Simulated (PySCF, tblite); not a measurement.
# C₆H₁₀GeO: geometry, infrared bands and NMR shifts

Aim: predict the infrared bands and NMR shifts of C₆H₁₀GeO (`C=C=[C](CC)[GeH2][CH]=O`).

Programs: tblite 0.8.0 and PySCF 2.14.0, with density-fitted response routines of our own. Each step states its level of theory. These are calculated values for one molecule in the gas phase, unless marked as measured. Atoms are numbered from 0 throughout.

## Step 1: The molecule as given

18 atoms, charge 0, multiplicity 1; geometry from: force field or distance geometry start.

Bonds of the start (Å): C0–C1 1.30, C1–C2 1.31, C2–C3 1.46, C3–C4 1.53, C2–Ge5 1.89, Ge5–C6 1.93, C6–O7 1.23, C0–H8 1.06, C0–H9 1.07, C3–H10 1.10, C3–H11 1.12, C4–H12 1.11, C4–H13 1.11, C4–H14 1.12, Ge5–H15 1.54, Ge5–H16 1.53, C6–H17 1.09.

## Step 2: Relaxing the molecule with GFN2-xTB

The job: settings as JSON, then the geometry in Å.

```
{"job": {"kind": "relax", "xc": "GFN2-xTB", "basis": "xTB"}, "charge": 0, "multiplicity": 1}
C      0.578900     2.557000    -0.875200
C      0.201800     1.318500    -0.714000
C     -0.124300     0.065500    -0.526400
C     -1.524800    -0.276900    -0.761400
C     -2.083000    -0.849600     0.547800
Ge     1.264900    -1.108900    -0.003700
C      2.370600    -0.338500     1.372000
O      2.652700    -1.002700     2.364800
H      0.897200     2.811200    -1.850300
H      0.499700     3.175600    -0.006900
H     -2.130800     0.614600    -1.004100
H     -1.686400    -0.976700    -1.625000
H     -3.182800    -0.997000     0.478900
H     -1.591100    -1.810000     0.817200
H     -1.817500    -0.082000     1.324300
H      2.188000    -1.292600    -1.222900
H      0.745900    -2.481100     0.417100
H      2.732400     0.679800     1.255900
```

On the command line:

```console
> OMP_NUM_THREADS=1 python probes_run.py task.json out
```

This one command runs all jobs of the session in turn.

Output:

```text
step      E/eV     max force
  0    -647.53527    2.424
  1    -647.70807    2.840
  2    -647.79360    1.093
  3    -647.83982    0.551
  4    -647.87084    0.544
  5    -647.90634    1.050
  6    -647.92318    0.943
  7    -647.93797    0.340
  8    -647.94702    0.356
  9    -647.95351    0.342
 10    -647.96107    0.229
 11    -647.96556    0.205
 12    -647.96845    0.165
 13    -647.97080    0.153
 14    -647.97342    0.141
 15    -647.97568    0.124
 16    -647.97734    0.119
 17    -647.97857    0.082
 18    -647.97973    0.080
 19    -647.98091    0.091
 20    -647.98203    0.104
 21    -647.98307    0.088
 22    -647.98408    0.087
 23    -647.98507    0.066
 24    -647.98599    0.077
 25    -647.98678    0.072
 26    -647.98740    0.069
 27    -647.98792    0.054
 28    -647.98838    0.054
 29    -647.98883    0.058
 30    -647.98929    0.061
 31    -647.98975    0.058
 32    -647.99019    0.058
 33    -647.99063    0.056
 34    -647.99116    0.055
 35    -647.99180    0.070
 36    -647.99252    0.064
 37    -647.99319    0.069
 38    -647.99382    0.066
 39    -647.99449    0.074
 40    -647.99516    0.068
 41    -647.99582    0.067
 42    -647.99646    0.070
 43    -647.99713    0.062
 44    -647.99789    0.078
 45    -647.99864    0.063
 46    -647.99932    0.064
 47    -648.00002    0.061
 48    -648.00086    0.089
 49    -648.00172    0.090
 50    -648.00230    0.058
 51    -648.00208    0.098
 52    -648.00282    0.050
 53    -648.00303    0.043
 54    -648.00364    0.056
 55    -648.00411    0.054
 56    -648.00453    0.046
 57    -648.00478    0.040
 58    -648.00503    0.034
 59    -648.00526    0.035
 60    -648.00545    0.038
 61    -648.00562    0.038
 62    -648.00581    0.036
 63    -648.00605    0.038
 64    -648.00632    0.041
 65    -648.00654    0.030
 66    -648.00669    0.029
 67    -648.00685    0.034
 68    -648.00709    0.052
 69    -648.00742    0.049
 70    -648.00781    0.051
 71    -648.00819    0.048
 72    -648.00860    0.053
 73    -648.00904    0.065
 74    -648.00980    0.070
 75    -648.01056    0.063
 76    -648.01109    0.056
 77    -648.01140    0.042
 78    -648.01167    0.043
 79    -648.01198    0.040
 80    -648.01228    0.044
 81    -648.01252    0.059
 82    -648.01274    0.053
 83    -648.01301    0.046
 84    -648.01337    0.041
 85    -648.01366    0.032
 86    -648.01382    0.026
 87    -648.01391    0.025
 88    -648.01400    0.023
 89    -648.01413    0.028
 90    -648.01425    0.023
 91    -648.01432    0.018
 92    -648.01436    0.015
 93    -648.01440    0.017
 94    -648.01443    0.014
 95    -648.01446    0.012
 96    -648.01449    0.014
 97    -648.01452    0.012
 98    -648.01456    0.014
 99    -648.01459    0.010
100    -648.01463    0.013
101    -648.01467    0.015
102    -648.01472    0.021
103    -648.01478    0.021
104    -648.01484    0.017
105    -648.01489    0.015
106    -648.01494    0.016
107    -648.01499    0.021
108    -648.01506    0.021
109    -648.01511    0.021
110    -648.01515    0.028
111    -648.01518    0.021
112    -648.01521    0.013
113    -648.01523    0.012
114    -648.01528    0.013
115    -648.01532    0.017
116    -648.01537    0.016
117    -648.01543    0.022
118    -648.01554    0.028
119    -648.01576    0.039
120    -648.01616    0.055
121    -648.01680    0.072
122    -648.01762    0.082
123    -648.01846    0.077
124    -648.01906    0.072
125    -648.01817    0.408
126    -648.02006    0.077
127    -648.02050    0.055
128    -648.02157    0.063
129    -648.02213    0.064
130    -648.02315    0.067
131    -648.02416    0.098
132    -648.02516    0.076
133    -648.02128    0.593
134    -648.02637    0.051
135    -648.02697    0.049
136    -648.02698    0.383
137    -648.02884    0.049
138    -648.02941    0.061
139    -648.02986    0.359
140    -648.03114    0.069
141    -648.03163    0.073
142    -648.03237    0.147
143    -648.03277    0.068
144    -648.03314    0.052
145    -648.03402    0.066
146    -648.03474    0.095
147    -648.03522    0.163
148    -648.03592    0.114
149    -648.03718    0.058
150    -648.03764    0.053
151    -648.03813    0.053
152    -648.03847    0.045
153    -648.03875    0.037
154    -648.03900    0.040
155    -648.03923    0.051
156    -648.03939    0.044
157    -648.03952    0.030
158    -648.03963    0.024
159    -648.03974    0.031
160    -648.03985    0.033
161    -648.03994    0.037
162    -648.04004    0.034
163    -648.04018    0.044
164    -648.04039    0.066
165    -648.04070    0.062
166    -648.04108    0.051
167    -648.04147    0.045
168    -648.04183    0.054
169    -648.04216    0.050
170    -648.04236    0.035
171    -648.04248    0.022
172    -648.04255    0.019
173    -648.04262    0.016
174    -648.04268    0.013
175    -648.04274    0.013
176    -648.04279    0.016
177    -648.04285    0.017
178    -648.04292    0.023
179    -648.04299    0.023
180    -648.04305    0.018
181    -648.04311    0.030
182    -648.04318    0.038
183    -648.04322    0.029
184    -648.04325    0.018
185    -648.04326    0.005
```

Wall time 2.4 s (1 thread of Intel Xeon at 2.70GHz, shared host); peak memory 0.18 GiB.

Along the way: (not every step is listed)

| step | energy from step 0 (eV) | largest force (eV/Å) |
| --- | --- | --- |
| 0 | 0.0000 | 2.4245 |
| 1 | -0.1728 | 2.8405 |
| 2 | -0.2583 | 1.0932 |
| 3 | -0.3046 | 0.5514 |
| 4 | -0.3356 | 0.5441 |
| 5 | -0.3711 | 1.0505 |
| 6 | -0.3879 | 0.9434 |
| 7 | -0.4027 | 0.3404 |
| 8 | -0.4117 | 0.3555 |
| 25 | -0.4515 | 0.0725 |
| 42 | -0.4612 | 0.0701 |
| 59 | -0.4700 | 0.0351 |
| 76 | -0.4758 | 0.0557 |
| 93 | -0.4791 | 0.0166 |
| 110 | -0.4799 | 0.0285 |
| 127 | -0.4852 | 0.0555 |
| 144 | -0.4979 | 0.0519 |
| 161 | -0.5047 | 0.0367 |
| 178 | -0.5077 | 0.0233 |
| 180 | -0.5078 | 0.0185 |
| 181 | -0.5078 | 0.0303 |
| 182 | -0.5079 | 0.0379 |
| 183 | -0.5080 | 0.0294 |
| 184 | -0.5080 | 0.0184 |
| 185 | -0.5080 | 0.0054 |

Distances of close pairs at the start and the end, largest changes first:

| bond | before (Å) | after (Å) | change (Å) |
| --- | --- | --- | --- |
| C2–Ge5 | 1.893 | 1.975 | +0.082 |
| Ge5–C6 | 1.926 | 2.003 | +0.078 |
| C2–C3 | 1.461 | 1.507 | +0.046 |
| C4–H14 | 1.124 | 1.088 | -0.035 |
| Ge5–H15 | 1.540 | 1.508 | -0.032 |
| C6–O7 | 1.227 | 1.198 | -0.029 |
| C3–H11 | 1.123 | 1.095 | -0.029 |
| C4–H12 | 1.112 | 1.088 | -0.024 |

The end geometry stands in the next job.

## Step 3: Infrared spectrum with GFN2-xTB

The job: settings as JSON, then the geometry in Å.

```
{"job": {"kind": "ir", "xc": "GFN2-xTB", "basis": "xTB"}, "charge": 0, "multiplicity": 1}
C      0.435196     2.708839    -1.353650
C      0.162963     1.486331    -1.018526
C     -0.085803     0.255010    -0.694254
C     -1.479658    -0.304074    -0.566862
C     -1.761447    -0.744241     0.865441
Ge     1.405592    -0.968148    -0.269798
C      1.856206    -0.923827     1.681710
O      1.588672    -1.797232     2.457409
H      0.578933     2.997167    -2.382712
H      0.519004     3.493976    -0.619119
H     -2.207389     0.448566    -0.878644
H     -1.572909    -1.167505    -1.232991
H     -2.765808    -1.153318     0.946772
H     -1.051078    -1.512549     1.174351
H     -1.674078     0.099332     1.547584
H      2.631676    -0.534044    -1.033292
H      1.041485    -2.373787    -0.670468
H      2.369684    -0.004179     2.035395
```

Output:

```text
mode    cm-1     km/mol
  1      30.8      1.33
  2      44.8      6.80
  3      60.5      0.55
  4      93.2      2.25
  5     116.1      0.79
  6     166.1      2.85
  7     198.8      2.11
  8     244.1     11.05
  9     266.8      1.48
 10     308.0      0.37
 11     373.5     17.04
 12     415.6     29.61
 13     444.0      8.56
 14     521.2     13.13
 15     556.4      6.37
 16     586.9     19.83
 17     620.5    148.02
 18     655.4     90.67
 19     769.0    193.63
 20     806.6     84.05
 21     817.1     15.27
 22     834.1     39.81
 23     929.2      7.43
 24     955.3      1.60
 25    1047.9      3.35
 26    1082.4      2.37
 27    1112.3      0.80
 28    1229.0      0.14
 29    1275.0      0.39
 30    1315.1      2.84
 31    1336.4     61.07
 32    1407.0      3.14
 33    1429.7      0.82
 34    1472.4      0.89
 35    1489.1      3.91
 36    1495.8      3.21
 37    1743.3    309.12
 38    1910.4    239.29
 39    1991.9    465.32
 40    2055.5    206.00
 41    2674.7    142.77
 42    2935.6     33.69
 43    2972.0     21.73
 44    2992.3     53.89
 45    3027.4     32.33
 46    3035.8     36.00
 47    3072.4     16.23
 48    3080.1     13.37
```

Wall time 1.3 s (1 thread of Intel Xeon at 2.70GHz, shared host); peak memory 0.18 GiB.

Which atoms move in the most intense modes:

| cm⁻¹ | km/mol | atoms |
| --- | --- | --- |
| 620 | 148.0 | H15 52 %, H16 13 % |
| 655 | 90.7 | H16 59 %, C6 22 % |
| 769 | 193.6 | H17 28 %, H15 25 %, H16 22 %, C6 20 % |
| 1743 | 309.1 | C6 56 %, O7 42 % |
| 1910 | 239.3 | H15 55 %, H16 43 % |
| 1992 | 465.3 | H16 54 %, H15 44 % |
| 2056 | 206.0 | C1 67 %, C2 17 %, C0 15 % |
| 2675 | 142.8 | H17 94 % |

## Step 4: NMR shieldings: PBE0/pcSseg-1

Settings changed since step 3:

```diff
@@ -1,2 +1,2 @@
-{"job": {"kind": "ir", "xc": "GFN2-xTB", "basis": "xTB"}, "charge": 0, "multiplicity": 1}
+{"job": {"kind": "nmr", "xc": "PBE0", "basis": "pcSseg-1"}, "charge": 0, "multiplicity": 1}
 C      0.435196     2.708839    -1.353650
```

Method: GIAO PBE0/pcSseg-1 NMR shielding, non-relativistic, gas phase.

Output:

```text
coarse grid: 68400 points
cycle   1  E = -2385.7396204928  dE =  2.981e-01  |g| = 1.143e+00  |ddm| = 4.110e+00
cycle   2  E = -2385.2684153461  dE =  4.712e-01  |g| = 1.896e+00  |ddm| = 2.037e+00
cycle   3  E = -2385.8798487601  dE = -6.114e-01  |g| = 4.081e-01  |ddm| = 1.678e+00
cycle   4  E = -2385.9092604498  dE = -2.941e-02  |g| = 9.017e-02  |ddm| = 2.884e-01
cycle   5  E = -2385.9103166750  dE = -1.056e-03  |g| = 2.140e-02  |ddm| = 7.839e-02
cycle   6  E = -2385.9103886757  dE = -7.200e-05  |g| = 1.090e-02  |ddm| = 2.382e-02
cycle   7  E = -2385.9104183512  dE = -2.968e-05  |g| = 2.718e-03  |ddm| = 1.135e-02
cycle   8  E = -2385.9104199887  dE = -1.637e-06  |g| = 8.124e-04  |ddm| = 3.105e-03
final grid: 145216 points
cycle   9  E = -2385.9104239198  dE =  2.146e-07  |g| = 1.444e-03  |ddm| = 3.517e-03
cycle  10  E = -2385.9104227333  dE =  1.186e-06  |g| = 2.839e-03  |ddm| = 3.002e-03
cycle  11  E = -2385.9104243461  dE = -1.613e-06  |g| = 2.336e-04  |ddm| = 1.975e-03
cycle  12  E = -2385.9104243588  dE = -1.270e-08  |g| = 3.339e-05  |ddm| = 1.723e-04
cycle  13  E = -2385.9104243590  dE = -2.360e-10  |g| = 8.244e-06  |ddm| = 3.220e-05
converged SCF energy = -2385.9104243590

GIAO shielding tensors (ppm)
atom      isotropic    diamagn.    paramagn.     s11        s22        s33       span
  0 C      114.431     263.984    -149.553     33.068    139.517    170.707    137.638
  1 C      -32.909     259.288    -292.197    -78.098    -50.851     30.222    108.319
  2 C       89.234     267.427    -178.194      8.748    104.185    154.767    146.019
  3 C      153.916     245.043     -91.126    144.176    149.089    168.484     24.309
  4 C      168.306     249.879     -81.573    157.401    163.931    183.587     26.186
  5 Ge    1501.386    2755.631   -1254.244   1463.051   1485.056   1556.052     93.000
  6 C      -52.923     252.649    -305.571   -165.837    -81.842     88.912    254.749
  7 O     -570.662     398.401    -969.063  -1564.195   -531.072    383.280   1947.474
  8 H       26.929      29.267      -2.338     24.557     25.327     30.902      6.345
  9 H       26.990      31.849      -4.859     24.507     25.458     31.006      6.499
 10 H       29.346      31.185      -1.839     24.683     28.397     34.956     10.273
 11 H       29.500      30.625      -1.124     25.609     28.093     34.799      9.189
 12 H       30.471      29.117       1.354     25.955     27.282     38.176     12.221
 13 H       30.692      32.270      -1.578     25.456     31.265     35.356      9.900
 14 H       30.924      31.921      -0.997     27.597     29.070     36.104      8.507
 15 H       27.042      29.153      -2.110     20.935     22.449     37.743     16.809
 16 H       27.582      29.610      -2.028     21.801     23.002     37.942     16.141
 17 H       19.258      28.606      -9.348     12.727     19.443     25.604     12.877
```

It took 99 s on 1 thread of Intel Xeon at 2.70GHz, shared host; peak memory 1 GiB.

The references, computed at this level on geometries of the same kind, shield at (ppm): 1H TMS 31.72, 13C TMS 186.9, 17O H2O 336.1, 73Ge GeMe4 1331. Their shielding less the atom's gives the shift. The references are single molecules in the gas phase, so shifts against H2O, NH3, PH3, H3PO4 or CFCl3 are not on the usual liquid scales and can be off by tens of ppm. Atoms listed in one row are averaged.

| atoms | environment | σ (ppm) | δ (ppm) |
| --- | --- | --- | --- |
| C6 | carbonyl carbon | -52.9 | 239.8 |
| C1 | central carbon of an allene | -32.9 | 219.8 |
| C2 | terminal carbon of a cumulated C=C=C unit | 89.2 | 97.7 |
| C0 | terminal carbon of a cumulated C=C=C unit | 114.4 | 72.5 |
| C3 | allylic sp3 CH2 | 153.9 | 33.0 |
| C4 | methyl carbon | 168.3 | 18.6 |
| H17 | hydrogen on a carbonyl carbon | 19.26 | 12.46 |
| H8, H9 | hydrogen on a terminal carbon of a cumulated C=C=C unit | 26.96 | 4.76 |
| H15, H16 | hydrogen on a germanium bonded to 2 C | 27.31 | 4.41 |
| H10, H11 | hydrogen on an allylic sp3 CH2 | 29.42 | 2.29 |
| H12, H13, H14 | hydrogen on a methyl carbon | 30.70 | 1.02 |
| Ge5 | germanium bonded to 2 C, 2 H | 1501 | -170 |
| O7 | carbonyl oxygen | -570.7 | 906.7 |

The run also stored atomic charges by several schemes (e):

| atoms | Mulliken | IAO | Hirshfeld | ESP fit |
| --- | --- | --- | --- | --- |
| C0 | -0.16 | -0.38 | -0.12 | -0.58 |
| C1 | -0.01 | 0.03 | 0.00 | 0.16 |
| C2 | -0.65 | -0.26 | -0.09 | -0.23 |
| C3 | -0.14 | -0.24 | -0.07 | 0.00 |
| C4 | -0.30 | -0.41 | -0.12 | -0.17 |
| Ge5 | 0.52 | 0.57 | 0.33 | 0.23 |
| C6 | 0.01 | 0.05 | 0.06 | 0.34 |
| O7 | -0.32 | -0.35 | -0.21 | -0.41 |

Mayer bond orders: C0–C1 2.10, C1–C2 1.87, C2–C3 1.03, C3–C4 1.04, C2–Ge5 0.81, Ge5–C6 0.82, C6–O7 1.96.

Orbitals, density, ELF and potential are computed afterwards from the orbital file.

Frontier orbitals at PBE0/pcSseg-1, with the share of their density that lies nearest to each atom:

| orbital | energy (eV) | lies on |
| --- | --- | --- |
| HOMO | -6.78 | O7 41 %; C6 12 %; H17 12 % |
| LUMO | -1.49 | C6 40 %; O7 29 %; H17 8 % |

ELF in a plane through or near 5 of the atoms.

Values, 10 rows by 14 columns:
```
0.00 0.00 0.00 0.00 0.00 0.00 0.00 0.00 0.00 0.00 0.00 0.00 0.00 0.00
0.00 0.00 0.00 0.00 0.00 0.00 0.00 0.00 0.01 0.01 0.00 0.00 0.00 0.00
0.00 0.00 0.00 0.00 0.00 0.00 0.01 0.02 0.35 0.38 0.29 0.02 0.00 0.00
0.00 0.00 0.01 0.20 0.55 0.11 0.02 0.17 0.73 0.59 0.85 0.29 0.00 0.00
0.00 0.00 0.35 0.64 0.67 0.66 0.32 0.30 0.47 0.20 0.76 0.14 0.00 0.00
0.00 0.00 0.25 0.64 0.86 0.53 0.70 0.25 0.23 0.89 0.02 0.00 0.00 0.00
0.00 0.00 0.02 0.41 0.58 0.05 0.26 0.64 0.33 0.97 0.39 0.00 0.00 0.00
0.00 0.00 0.00 0.00 0.00 0.64 0.95 0.16 0.97 0.97 0.05 0.00 0.00 0.00
0.00 0.00 0.00 0.00 0.00 0.01 0.05 0.01 0.87 0.91 0.00 0.00 0.00 0.00
0.00 0.00 0.00 0.00 0.00 0.00 0.00 0.00 0.00 0.00 0.00 0.00 0.00 0.00
```
The map spans 12.9 Å across and 10.5 Å up, centred on the molecule. Atoms in the plane (x, y in Å): C0 (-3.0, 0.4), C4 (1.2, -1.7), C6 (1.6, 2.0), H12 (1.6, -2.7), H13 (2.0, -1.0).

On the surface of density 0.002 e/bohr³ the electrostatic potential runs, from the 1st to the 99th percentile, from -1.41 V near O7 to 1.11 V near H17.

## Step 5: What came out

| quantity | value |
| --- | --- |
| strongest single infrared mode (GFN2-xTB) | 1992 cm⁻¹, 465 km/mol |
| zero-point energy (GFN2-xTB) | 82.9 kcal/mol |
| 13C shifts against TMS (PBE0/pcSseg-1) | 239.8, 219.8, 97.7, 72.5, 33.0, 18.6 ppm |
| 1H shifts against TMS (PBE0/pcSseg-1, means over atoms taken as alike) | 12.46, 4.76, 4.41, 2.29, 1.02 ppm |
| 73Ge shifts against GeMe4 (PBE0/pcSseg-1) | -170 ppm |
| 17O shifts against H2O (PBE0/pcSseg-1) | 906.7 ppm |
| surface potential, 1st and 99th percentile | -1.41 V and 1.11 V |

Over 185 steps the energy fell by 0.508 eV; of the close pairs, C2–Ge5 changed most, 1.893 to 1.975 Å. All 48 modes are real, so the xTB geometry is a minimum. The strongest single mode, at 1992 cm⁻¹, moves mainly H16 and H15. GFN2-xTB is a fitted tight-binding method: band positions and strengths are rough. Its intensities can rank the bands wrongly. At PBE0/pcSseg-1: The largest span, 1947 ppm, is at O7, where the paramagnetic term is -969 ppm. At PBE0/pcSseg-1, counted by nearest atom on the grid, the HOMO lies on O7 41 %; C6 12 %, the LUMO on C6 40 %; O7 29 %. Spin-orbit coupling is left out, which matters for shieldings and couplings at and beside the heavy atoms.
